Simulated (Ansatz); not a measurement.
**PbO: a single-point run**

Wanted: a converged single-point run for PbO, and a check of what comes out. The structure is shown as the input types it. The cell is built on a prototype (h-MgO type) and needn't be the phase found in nature.

Method: density functional or hybrid calculation with the settings of its input, plane waves, in Ansatz 0.2.0.

2 further runs of the same task are left out: 1 for a known fault of the program, 1 that didn't finish.

### 1 Starting point

Symmetry: P6_3/mmc, No. 194, hexagonal system. The conventional cell has a = 4.260 Å, b = 4.260 Å, c = 5.277 Å, α = 90.00°, β = 90.00°, γ = 120.00°. Pb (site symmetry -6m2) has 5 O at 2.46 to 2.64 Å as nearest neighbours. O (site symmetry -6m2) is surrounded by 5 Pb at 2.46 to 2.64 Å.

As a file:

```cif
data_structure
_symmetry_space_group_name_H-M 'P 1'
_symmetry_Int_Tables_number 1
_cell_length_a 4.2603
_cell_length_b 4.2603
_cell_length_c 5.2768
_cell_angle_alpha 90.000
_cell_angle_beta 90.000
_cell_angle_gamma 120.000
_cell_volume 82.94
loop_
_atom_site_label
_atom_site_type_symbol
_atom_site_fract_x
_atom_site_fract_y
_atom_site_fract_z
_atom_site_occupancy
Pb1 Pb 0.33333 0.66667 0.25000 1
Pb2 Pb 0.66667 0.33333 0.75000 1
O1 O 0.66667 0.33333 0.25000 1
O2 O 0.33333 0.66667 0.75000 1
```

### 2 Running it

input.yaml

```yaml
crystal:
  lattice:
    - [4.2603255194, 0.0, 0.0]
    - [-2.1301627597, 3.6895501282, 0.0]
    - [0.0, 0.0, 5.2767566803]
  atoms:
    - { symbol: Pb, position: [0.3333333333, 0.6666666667, 0.25] }
    - { symbol: Pb, position: [0.6666666667, 0.3333333333, 0.75] }
    - { symbol: O, position: [0.6666666667, 0.3333333333, 0.25] }
    - { symbol: O, position: [0.3333333333, 0.6666666667, 0.75] }
kpoints:
  mp_grid: { grid: [6, 6, 4] }
hamiltonian:
  xc: pbesol
scf:
  occupations: { method: gaussian, width: 1.5 }
  n_extra_bands: 5
output:
  forces: true
  stress: true
  eigenvalues: true
```

Command:

```
$ ansatz run input.yaml --threads 4 --pin off --max-ram 3686MiB --backend cpu --events-out ev --progress --plain --runs-dir out
```

Q: Will this input give a usable result? If not, why, and what should change?

The program finished normally. Convergence says nothing about whether the input makes sense.

The suspect setting: scf.occupations.width is 1.5. The width is far wider than usual, so occupations near the Fermi level are blurred and the entropy term grows.

To check: set scf.occupations.width to 0.2.
